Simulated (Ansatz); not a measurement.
# Hf2(OH)8 (Hf2H8O8): the relaxed shape and its frontier levels

Aim: characterise Hf2(OH)8 (Hf2H8O8) as a singlet: its structure, frontier levels and distribution of charge.

Program: Ansatz 0.2.0, Gaussian basis. Level of theory: RKS PBE0-D4/def2-TZVP. These are calculated values, not measurements.

The runs, in order: relaxation at PBE-D4/def2-SVP; a single point at PBE0-D4/def2-TZVP.

1 further run of the same task is left out (it didn't finish). Runs told in other sessions of the task aren't counted.

## (1) Starting geometry

18 atoms, charge 0, spin multiplicity 1.

Atoms are counted from 1 here; the program's logs count them from 0.

Bond lengths: Hf1–O2 1.903 Å, Hf1–O3 1.897 Å, Hf1–O4 1.900 Å, Hf1–O5 2.077 Å, Hf1–O10 2.105 Å, O2–H11 0.960 Å, O3–H12 0.958 Å, O4–H13 0.961 Å, O5–Hf6 2.074 Å, O5–H14 0.961 Å, Hf6–O7 1.899 Å, Hf6–O8 1.901 Å, Hf6–O9 1.901 Å, Hf6–O10 2.112 Å, O7–H15 0.959 Å, O8–H16 0.960 Å, O9–H17 0.961 Å, O10–H18 0.963 Å. Angles: O2–Hf1–O3 98.2°, O2–Hf1–O4 112.5°, O2–Hf1–O5 127.4°, O2–Hf1–O10 88.8°, O3–Hf1–O4 100.1°, O3–Hf1–O5 90.5°, O3–Hf1–O10 165.3°, O4–Hf1–O5 116.8°, O4–Hf1–O10 88.9°, O5–Hf1–O10 75.1°, Hf1–O2–H11 131.2°, Hf1–O3–H12 150.7°, Hf1–O4–H13 124.5°, Hf1–O5–Hf6 105.7°, Hf1–O5–H14 126.7°, Hf6–O5–H14 126.4°, O5–Hf6–O7 90.4°, O5–Hf6–O8 124.3° and more.

As a file:

```mol
H8Hf2O8
  3D, bonds by distance, orders not assigned

 18 18  0  0  0  0  0  0  0  0999 V2000
   -0.4768    1.4266    0.6989 Hf  0  0
    0.9195    2.5086    1.4076 O   0  0
   -1.5612    2.8133   -0.0085 O   0  0
   -1.6320    0.7549    2.0499 O   0  0
   -0.5080    0.4447   -1.1315 O   0  0
    0.4828   -1.3508   -0.8206 Hf  0  0
   -0.0179   -1.9413   -2.5542 O   0  0
    2.3641   -1.5773   -0.9714 O   0  0
   -0.3242   -2.7277    0.2122 O   0  0
    0.7535   -0.2606    0.9678 O   0  0
    0.9693    3.4553    1.5617 H   0  0
   -2.3201    3.3947    0.0532 H   0  0
   -1.4462   -0.0169    2.5911 H   0  0
   -1.0339    0.6809   -1.9009 H   0  0
   -0.3599   -2.6720   -3.0722 H   0  0
    2.8978   -2.0210   -1.6350 H   0  0
   -0.3258   -2.7451    1.1730 H   0  0
    1.6189   -0.1666    1.3790 H   0  0
  1  2  8  0
  1  3  8  0
  1  4  8  0
  1  5  8  0
  1 10  8  0
  2 11  8  0
  3 12  8  0
  4 13  8  0
  5  6  8  0
  5 14  8  0
  6  7  8  0
  6  8  8  0
  6  9  8  0
  6 10  8  0
  7 15  8  0
  8 16  8  0
  9 17  8  0
 10 18  8  0
M  END
```

Hf takes a core potential in the def2 sets. No spin-orbit coupling is included.

The start is a GFN1-xTB geometry.

## (2) Optimising with PBE-D4/def2-SVP

Contents of in.yaml:

```yaml
crystal:
  periodic: [false, false, false]
  atoms:
    - {symbol: Hf, position_ang: [-0.476760, 1.426630, 0.698890]}
    - {symbol: O, position_ang: [0.919460, 2.508650, 1.407580]}
    - {symbol: O, position_ang: [-1.561170, 2.813340, -0.008470]}
    - {symbol: O, position_ang: [-1.631950, 0.754920, 2.049890]}
    - {symbol: O, position_ang: [-0.508040, 0.444690, -1.131490]}
    - {symbol: Hf, position_ang: [0.482820, -1.350780, -0.820600]}
    - {symbol: O, position_ang: [-0.017860, -1.941320, -2.554190]}
    - {symbol: O, position_ang: [2.364070, -1.577300, -0.971420]}
    - {symbol: O, position_ang: [-0.324240, -2.727750, 0.212150]}
    - {symbol: O, position_ang: [0.753530, -0.260550, 0.967820]}
    - {symbol: H, position_ang: [0.969320, 3.455320, 1.561740]}
    - {symbol: H, position_ang: [-2.320110, 3.394730, 0.053250]}
    - {symbol: H, position_ang: [-1.446180, -0.016910, 2.591090]}
    - {symbol: H, position_ang: [-1.033930, 0.680920, -1.900940]}
    - {symbol: H, position_ang: [-0.359850, -2.671960, -3.072230]}
    - {symbol: H, position_ang: [2.897840, -2.020950, -1.635050]}
    - {symbol: H, position_ang: [-0.325830, -2.745080, 1.173010]}
    - {symbol: H, position_ang: [1.618880, -0.166610, 1.378970]}
basis:
  gaussian: {orbitals: def2-SVP}
hamiltonian: {xc: pbe, dispersion: d4}
scf: {lower_state_search: "off"}
output: {orbitals: {seedname: orbitals}}
relax: {f_tol: 0.03, max_steps: 70}
```

The run is started by

```sh
$ ansatz run in.yaml --threads 2 --pin off --events-out ev --progress --plain --max-ram 20480MiB --backend cuda --devices 0, --max-vram 18GiB
```

The runs that follow: Single point, PBE0-D4/def2-TZVP.

Before running them: what should the planned runs give, taken together? Wanted: point group; commonest bond, hydrogen aside; HOMO, LUMO at PBE0-D4/def2-TZVP; dipole at PBE-D4/def2-SVP.

As calculated:

| quantity | value |
| --- | --- |
| point group | C1 |
| commonest bond, hydrogen aside | Hf–O, 10 of mean length 2.050 Å |
| HOMO, LUMO at PBE0-D4/def2-TZVP | -8.24, -0.15 eV |
| dipole at PBE-D4/def2-SVP | 2.03 D |

What this shows: The molecule keeps its bonding pattern by the stored test; the atoms moved 0.67 Å (rms), and the angle Hf6–O7–H15 went from 146° to 173°. No usable vibrations, so a minimum isn't proven. Whether this spin is the lowest isn't tested here. The point group is read from a loosely relaxed geometry; soft torsions can leave it below the true symmetry.
